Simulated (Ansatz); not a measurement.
# GaH3 (triplet): the correlation ladder at distance Ga1–H3 = 3.528 Å, cc-pVDZ

Aim: climb from Hartree-Fock through coupled cluster and multireference methods for GaH3 (triplet) at one geometry and basis, and see what each rung misses.

Computed with Ansatz 0.2.0, Gaussian basis. Level: cc-pVDZ, core rule «outside noble gas», up to 14 orbitals frozen.

To be run: UHF; CCSD(T) on ROHF; CCSD(T) on UHF; BCCD(T) on ROHF; CISD; CCSDT(Q) on ROHF; CCSDT(Q) on UHF; CASSCF and MRCISD+Q, 4 electrons in 4 orbitals; CASSCF and NEVPT2, 4 electrons in 4 orbitals; CASSCF and MRCISD+Q, 6 electrons in 7 orbitals; CASSCF and NEVPT2, 6 electrons in 7 orbitals; Full CI.

21 further runs of the same task are left out: 16 that didn't finish, 5 set aside as unsound or not needed.

## 1. The system

The geometry derives from a PBE0/def2-TZVP stationary point (not a proven minimum). One bond is set to the value named and the two fragments are kept rigid. No spin-orbit coupling is included. The filled d shell of Ga may be among the frozen orbitals whatever the setting's name suggests; the logs give the count.

4 atoms, charge 0, spin multiplicity 3.

Atoms are counted from 1 here; the program's logs count them from 0.

Bond lengths: Ga1–H2 1.585 Å, Ga1–H4 1.955 Å. Angles: H2–Ga1–H4 100.5°.

## 2. UHF

Contents of in.yaml:

```yaml
crystal:
  periodic: [false, false, false]
  atoms:
    - {symbol: Ga, position_ang: [-0.004517, 0.030488, -0.066830]}
    - {symbol: H, position_ang: [-0.004517, -1.474837, -0.562608]}
    - {symbol: H, position_ang: [0.726918, -0.416732, 3.355418]}
    - {symbol: H, position_ang: [-0.409935, -0.217396, 1.830046]}
basis:
  gaussian: {orbitals: cc-pVDZ}
magnetization: {spin_polarized: true, initial_magnetization: 2}
hamiltonian: {xc: hf}
output: {orbitals: {seedname: orbitals}}
```

Launch:

```bash
$ ansatz run in.yaml --threads 1 --pin off --events-out ev --progress --plain --max-ram 2393MiB
```

The runs that follow: CCSD(T) on ROHF; CCSD(T) on UHF; BCCD(T) on ROHF; CISD; CCSDT(Q) on ROHF; CCSDT(Q) on UHF; CASSCF and MRCISD+Q, 4 electrons in 4 orbitals; CASSCF and NEVPT2, 4 electrons in 4 orbitals; CASSCF and MRCISD+Q, 6 electrons in 7 orbitals; CASSCF and NEVPT2, 6 electrons in 7 orbitals; Full CI.

**Question.** What will the summary of the whole plan be? Wanted: FCI below the RHF energy; RMP2 from FCI; UMP2 from FCI; RCCSD from FCI; RCCSD(T) from FCI; UCCSD(T) from FCI; RCCSDT(Q) from FCI; UCCSDT(Q) from FCI; NEVPT2 pair from FCI.

As calculated:

| quantity | value |
| --- | --- |
| FCI below the RHF energy | -2.2975 eV |
| RMP2 from FCI | +15.25 kcal/mol |
| UMP2 from FCI | +14.92 kcal/mol |
| RCCSD from FCI | +1.46 kcal/mol |
| RCCSD(T) from FCI | +0.43 kcal/mol |
| UCCSD(T) from FCI | +0.29 kcal/mol |
| RCCSDT(Q) from FCI | -0.02 kcal/mol |
| UCCSDT(Q) from FCI | -0.16 kcal/mol |
| NEVPT2 pair from FCI | +12.26 kcal/mol |
| MRCISD+Q pair from FCI | -0.04 kcal/mol |
| NEVPT2 valence from FCI | +8.37 kcal/mol |
| levels within 1 kcal/mol (43 meV) | RCCSD(T), UCCSD(T), BCCD(T), RCCSDT, UCCSDT, RCCSDT(Q), UCCSDT(Q), MRCISD+Q pair, MRCISD valence, MRCISD+Q valence |
| T1 diagnostic | 0.027 |
| effectively unpaired electrons | 2.04 |

In words: RCCSD(T) misses by +0.43 kcal/mol, 0.8 % of the correlation energy. UCCSDT, UCCSDT(Q) fall below full CI: unrestricted runs freeze a spin-polarised core, another one than full CI's, and coupled cluster isn't variational. One determinant dominates. Of the multireference levels listed MRCISD+Q valence comes nearest in total energy (+0.03 kcal/mol), which doesn't show that its space is the better one. These misses are within one basis, not against nature; the frozen cores of restricted and unrestricted runs differ, which can shift their rows.
